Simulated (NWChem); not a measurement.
**One shape, several levels: BNH3ClO (SMILES NB(O)Cl)**

Wanted: a comparison of 4 runs (B3LYP/6-31G*, B3LYP/def2-SVPD, PBE0/def2-SVPD, MP2/def2-SVPD) of BNH3ClO. 

The results are computed with NWChem 7.3.0.

### 1 The molecule

BNH3ClO: 7 atoms, total charge 0, spin state singlet. As SMILES, `NB(O)Cl`. Geometry: relaxed at PBE0-D4/def2-TZVP. This is one conformer, not always the lowest.

Bond lengths: N1–B2 1.393 Å, B2–O3 1.360 Å, B2–Cl4 1.788 Å, N1–H5 1.002 Å, N1–H6 1.005 Å, O3–H7 0.959 Å. Angles: N1–B2–O3 120.7°, N1–B2–Cl4 119.3°, O3–B2–Cl4 120.0°, B2–N1–H5 122.9°, B2–N1–H6 121.7°, B2–O3–H7 113.0°, H5–N1–H6 115.4°.

### 2 Energy and forces at B3LYP/6-31G(d) (Cartesian functions) (run 1)

Input file sp.nw:

```
START sp
TITLE "BClH3NO"
memory stack 880 mb heap 220 mb global 1100 mb
charge 0
GEOMETRY noautosym nocenter noautoz
  N    -0.520100    0.976200   -0.014400
  B     0.060900   -0.288100   -0.083300
  O     1.097000   -0.622600    0.732400
  Cl   -0.570000   -1.477100   -1.260400
  H    -1.284200    1.257300   -0.599100
  H    -0.194300    1.671700    0.633400
  H     1.410800   -1.517400    0.591500
END
BASIS cartesian
  * library 6-31G*
END
DFT
  xc b3lyp
  grid xfine
  convergence energy 1e-08
  maxiter 100
  mulliken
  print medium
END
TASK dft gradient
```

Launch:

```sh
$ nwchem sp.nw > sp.out
```

What it wrote:

```text
[...]
          Wavefunction type:  closed shell.
          No. of atoms     :     7
          No. of electrons :    40
[...]
          Charge           :     0
          Spin multiplicity:     1
[...]
          AO basis - number of functions:    70
[...]
              XC Information
              --------------
                         B3LYP Method XC Potential
                     Hartree-Fock (Exact) Exchange  0.200
                        Slater Exchange Functional  0.800 local
                    Becke 1988 Exchange Functional  0.720 non-local
              Lee-Yang-Parr Correlation Functional  0.810
                  VWN I RPA Correlation Functional  0.190 local
[...]
 d= 0,ls=0.0,diis     1   -616.8887604317 -7.62D+02  1.46D-02  8.28D-01     2.9
[...]
 d= 0,ls=0.0,diis    10   -616.9672351789 -1.68D-09  4.61D-07  1.26D-09    24.6
         Total DFT energy =     -616.967235178858
      One electron energy =    -1136.663644778500
           Coulomb energy =      424.022004763556
    Exchange-Corr. energy =      -49.060977729330
 Nuclear repulsion energy =      144.735382565416
[...]
      Total Density - Mulliken Population Analysis
     ---------------------------------------------
    Atom       Charge   Shell Charges
 -----------   ------   -------------------------------------------------------
    1 N    7     7.73   1.99  0.76  2.59  0.80  1.57  0.02
    2 B    5     4.58   1.99  0.54  1.46  0.16  0.31  0.13
    3 O    8     8.54   1.99  0.90  2.97  0.89  1.76  0.03
    4 Cl  17    17.23   2.00  1.99  5.97  1.45  3.65  0.55  1.65 -0.03
    5 H    1     0.66   0.51  0.16
    6 H    1     0.67   0.50  0.16
    7 H    1     0.58   0.47  0.11
[...]
  wavefunction    = closed shell
[...]
```

Run time: 33 s. Hardware: 1 thread of Intel Xeon Platinum 8259CL at 2.50GHz (Skylake/Cascade Lake), shared host; peak memory 0.13 GiB.

### 3 Energy and gradient at B3LYP/def2-SVPD (run 2)

Input file bclh3no.xyz:

```xyz
7

N     -0.520100     0.976200    -0.014400
B      0.060900    -0.288100    -0.083300
O      1.097000    -0.622600     0.732400
Cl    -0.570000    -1.477100    -1.260400
H     -1.284200     1.257300    -0.599100
H     -0.194300     1.671700     0.633400
H      1.410800    -1.517400     0.591500
```

Input file run.py:

```python
from ase.io import read
from ase.calculators.nwchem import NWChem

atoms = read('bclh3no.xyz')

calc = NWChem(
    label='bclh3no',
    theory='dft',
    memory='2200 mb',
    basis='def2-SVPD',
    basispar='spherical bse',
    dft={'xc': 'b3lyp', 'mult': '1', 'grid': 'fine', 'convergence': 'energy 1e-08', 'iterations': '100', 'mulliken': None},
)
atoms.calc = calc

forces = atoms.get_forces()
print(f"energy = {atoms.get_potential_energy():.6f} eV")
print("forces (eV/A):")
for s, f in zip(atoms.symbols, forces):
    print(f"{s:2s} {f[0]:10.5f} {f[1]:10.5f} {f[2]:10.5f}")
print("dipole (e A):", atoms.get_dipole_moment().round(4))
```

Launch:

```sh
$ export ASE_NWCHEM_COMMAND="nwchem PREFIX.nwi > PREFIX.nwo"
$ python run.py
```

What it wrote:

```text
energy = -16782.995540 eV
forces (eV/A):
N     0.01116   -0.06402   -0.02103
B     0.10768    0.18394    0.19263
O     0.01301    0.04175    0.03219
Cl   -0.14470   -0.30123   -0.28431
H    -0.21098    0.11493   -0.14321
H     0.07544    0.20440    0.17113
H     0.14846   -0.17972    0.05255
dipole (e A): [-0.0128  0.2255  0.098 ]
```

The calculator wrote bclh3no.nwi:

```
title "bclh3no"

permanent_dir bclh3no

scratch_dir bclh3no

start bclh3no

geometry units angstrom nocenter noautosym noautoz
  N  -5.2010000000000001e-01 9.7619999999999996e-01 -1.4400000000000000e-02
  B  6.0900000000000003e-02 -2.8810000000000002e-01 -8.3299999999999999e-02
  O  1.0970000000000000e+00 -6.2260000000000004e-01 7.3240000000000005e-01
  Cl -5.6999999999999995e-01 -1.4771000000000001e+00 -1.2604000000000000e+00
  H  -1.2842000000000000e+00 1.2573000000000001e+00 -5.9909999999999997e-01
  H  -1.9430000000000000e-01 1.6717000000000000e+00 6.3339999999999996e-01
  H  1.4108000000000001e+00 -1.5174000000000001e+00 5.9150000000000003e-01
end

memory 2200 mb

basis spherical bse noprint
   * library def2-SVPD
end

dft
  xc b3lyp
  mult 1
  grid fine
  convergence energy 1e-08
  iterations 100
  mulliken
end

task dft gradient
```

bclh3no.nwo:

```text
Northwest Computational Chemistry Package (NWChem) 7.3.0
             --------------------------------------------------------

           Job information
           ---------------

    nwchem branch   = 7.3.0
    use scalapack   = T
    input           = bclh3no.nwi
    prefix          = bclh3no.
    data base       = bclh3no/bclh3no.db
    status          = startup
    nproc           =        1

           Memory information
           ------------------

[... 5 lines left out ...]
    hardfail = no
[... 108 lines left out ...]
  convergence criterion.
[... 44 lines left out ...]
          Spatial weights used:  Erf1
[... 32 lines left out ...]
 1-e energy   =   -1132.179337
[... 45 lines left out ...]
           Coulomb energy =      423.367906715720
[... 882 lines left out ...]
          Convergence on density requested:  1.00D-05
[... 30 lines left out ...]
          total energy or number of iterations.
[... 38 lines left out ...]
                 ----------------------------------------
                 |  Time  |  1-e(secs)   |  2-e(secs)   |
                 ----------------------------------------
                 |  CPU   |       0.01   |      12.87   |
                 ----------------------------------------
                 |  WALL  |       0.01   |      12.87   |
                 ----------------------------------------

 Task  times  cpu:       41.1s     wall:       41.1s
 Total times  cpu:       41.1s     wall:       41.1s
```

It took 43 s on 1 thread of Intel Xeon Platinum 8259CL at 2.50GHz (Skylake/Cascade Lake), shared host; peak memory 0.13 GiB.

Run 3 isn't shown in full; the table further down has it.

### 4 Energy and forces at MP2/def2-SVPD (run 4)

Input file nw.nw:

```
start nw
memory total 2200 mb
geometry noautosym nocenter noautoz
N       -0.520100       0.976200      -0.014400
B        0.060900      -0.288100      -0.083300
O        1.097000      -0.622600       0.732400
Cl      -0.570000      -1.477100      -1.260400
H       -1.284200       1.257300      -0.599100
H       -0.194300       1.671700       0.633400
H        1.410800      -1.517400       0.591500
end
basis spherical bse
* library def2-SVPD
end
scf
nopen 0
rhf
thresh 1e-08
maxiter 80
end
mp2
freeze core 8
tight
end
task mp2 gradient
```

Launch:

```sh
$ nwchem nw.nw > nw.out
```

What it wrote:

```text
[...]
  functions       =   114
[...]
  wavefunction    = RHF
[...]
         Total SCF energy =   -615.156291363628
      One-electron energy =  -1135.537540794010
      Two-electron energy =    375.645866864966
 Nuclear repulsion energy =    144.735382565416
        Time for solution =     29.2s
[...]
          Total MP2 energy          -615.761484177906
[...]
                         mp2 ENERGY GRADIENTS
    atom               coordinates                        gradient
                 x          y          z           x          y          z
   1 N      -0.982846   1.844751  -0.027212    0.001100  -0.002272  -0.000066
   2 B       0.115084  -0.544430  -0.157414    0.001274   0.002688   0.002498
   3 O       2.073029  -1.176543   1.384035   -0.004875  -0.002104  -0.005626
   4 Cl     -1.077144  -2.791314  -2.381811    0.002040   0.003199   0.003498
   5 H      -2.426786   2.375952  -1.132135    0.004622  -0.002044   0.003368
   6 H      -0.367174   3.159055   1.196952   -0.001743  -0.004175  -0.003687
   7 H       2.666025  -2.867470   1.117773   -0.002417   0.004709   0.000015
[...]
```

It took 84 s on 1 thread of Intel Xeon Platinum 8259CL at 2.50GHz (Skylake/Cascade Lake), shared host; peak memory 0.46 GiB.

### 5 All runs side by side

```
run                               level  Cartesian functions  integration grid  energy (Eh)  dipole moment (D)  HOMO energy (eV)  LUMO energy (eV)  wall time
  1  B3LYP/6-31G* (Cartesian functions)                  yes             xfine  -616.967235               1.36             -7.45              1.83       33 s
  2                     B3LYP/def2-SVPD                   no              fine  -616.763715               1.18             -7.95             -0.27       43 s
  3                      PBE0/def2-SVPD                   no              fine  -616.416260               1.21             -8.21              0.03       44 s
  4                       MP2/def2-SVPD                   no                 –  -615.761484               1.18            -11.71              1.62       84 s
```

### 6 What came out

```
                                                      quantity          value
                                           run 4: total energy  -615.76148 Eh
run 4: dipole moment (of the density that the program reports)         1.18 D
                    run 4: HOMO energy (Hartree–Fock orbitals)      -11.71 eV
                    run 4: LUMO energy (Hartree–Fock orbitals)        1.62 eV
                  run 4: HOMO–LUMO gap (Hartree–Fock orbitals)       13.33 eV
            run 4: correlation energy (8 core orbitals frozen)     -605.2 mEh
                               run 4: largest force on an atom     0.398 eV/Å
```

**Reading.** The dipole moment (its size) runs from 1.18 D (MP2/def2-SVPD) to 1.36 D (B3LYP/6-31G*). The two ends differ in method and basis. Over runs 1, 2, 3 the HOMO–LUMO gap runs from 7.68 eV (B3LYP/def2-SVPD) to 9.27 eV (B3LYP/6-31G*). Totals of different functionals can't be ranked against each other. All runs together took 3.4 min, the longest 84 s.
